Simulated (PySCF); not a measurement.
**RuS₂⁺: structure of the quartet**

Where does quartet RuS₂⁺ go from a side-on start, is the end point a minimum, and what are its modes, charges and moments?

Computed with PySCF 2.14.0. Level: PBE0, basis Ru def2-SVP with ECP28, S def2-SVP, scalar-relativistic core potentials, no spin–orbit coupling, density fitting.

### 1 The starting structure

3 atoms, charge 1, spin multiplicity 4.

Bond lengths: Ru1–S2 2.326 Å, Ru1–S3 2.326 Å, S2–S3 2.000 Å. Angles: S2–Ru1–S3 50.9°, Ru1–S2–S3 64.5°, Ru1–S3–S2 64.5°.

```xyz
3
charge 1 multiplicity 4
Ru    0.0000    0.0000   -0.8095
S     1.0000    0.0000    1.2901
S    -1.0000    0.0000    1.2901
```

### 2 Relaxation: side-on start, quartet

One driver script runs all steps and calls PySCF; scf.py shows how it sets up the SCF of each step. The optimiser is the driver's own. Before each start the driver seeks the lowest SCF state from one or more starting densities and follows internal instabilities, so scf.py alone need not reach the same state.

The program finds C2v symmetry in the start, which this walk keeps. The walk stops when the largest gradient is under 0.0003 Eh/bohr and the energy has settled too.

scf.py

```python
from pyscf import gto, scf, dft
mol = gto.M(atom='''
Ru     0.000000     0.000000    -0.809525
S      1.000000    -0.000000     1.290097
S     -1.000000     0.000000     1.290097''',
    basis={'Ru': 'def2-SVP', 'S': 'def2-SVP'},
    ecp={'Ru': 'def2-SVP'},
    charge=1, spin=3)
mf = dft.UKS(mol, xc='PBE0')
mf.grids.atom_grid = (50, 194)
aux = {'Ru': 'def2-universal-JKFIT', 'S': 'def2-universal-JKFIT'}
mf = mf.density_fit(auxbasis=aux)
mf.kernel()
```

After this run come: Hessian and properties.

What does the calculation give? Wanted: minimum; geometry; wavenumbers; dipole moment; highest occupied, lowest empty level; polar-tensor charge of Ru1; zero-point energy; ⟨S²⟩.

As calculated:

| quantity | value |
| --- | --- |
| minimum | quartet, C2v |
| geometry | Ru–S 2.255 Å (×2), S–S 2.012 Å; Ru–S–S 63.5° (×2), S–Ru–S 53.0° |
| wavenumbers (cm⁻¹) | 310 (b2), 327 (a1), 612 (a1) |
| dipole moment (centre of mass) | 1.82 D |
| highest occupied, lowest empty level (either spin) | -12.56, -9.38 eV |
| polar-tensor charge of Ru1 | +0.72 e |
| zero-point energy | 7.5 kJ/mol |
| entropy at 298.15 K | 300.7 J/(mol K) |
| ⟨S²⟩ | 3.786 |

**Reading.** The molecule stays C2v, as typed, and the end point is a minimum. The strongest infrared band lies at 612 cm⁻¹ (a1). Most of the spin sits on Ru1 (Mulliken spin 2.22, against 3 for the whole molecule). Other starts or spin states, not run here, may lie lower. One determinant may miss the lowest occupation of an open d or f shell.
